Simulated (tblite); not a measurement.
# C4H11ClO3Si (chloromethyltrimethoxysilane): the cost of one run

Programs: tblite 0.8.0 and PySCF 2.14.0, with routines of our own; each step states its level. All values are computed. Atoms count from 0.

### 1 The starting structure

20 atoms, charge 0, multiplicity 1; geometry from: start built from the parent or by distance geometry.

### 2 Geometry optimisation with GFN2-xTB

The job: settings as JSON, then the geometry in Å.

```
{"job": {"kind": "relax", "xc": "GFN2-xTB", "basis": "xTB"}, "charge": 0, "multiplicity": 1}
C     -2.023300    -0.608900    -1.475200
O     -1.424700    -1.034300    -0.297300
Si     0.123400    -0.448400     0.095900
C      0.854100    -1.413500     1.478500
Cl     2.348000    -0.663500     2.094400
O     -0.097400     1.175900     0.462400
C     -0.908100     1.532900     1.561700
O      1.041500    -0.538200    -1.292500
C      2.028600     0.432500    -1.543300
H     -2.168500     0.483900    -1.479200
H     -3.044800    -1.053300    -1.519900
H     -1.494100    -0.943300    -2.354600
H      1.091600    -2.441700     1.194600
H      0.173000    -1.491900     2.335500
H     -0.925000     2.635300     1.656300
H     -0.519400     1.125100     2.532200
H     -1.940400     1.200200     1.425400
H      2.757300     0.468500    -0.740700
H      1.565100     1.431700    -1.684600
H      2.553200     0.172600    -2.455500
```

Launch:

```sh
OMP_NUM_THREADS=1 python redox_run.py task.json out
```

The driver reads the jobs from task.json and runs them one after another.

Q: Estimate the wall time of this first job on 1 thread of Intel Xeon 6975P-C, shared host.

About 2.9 s.
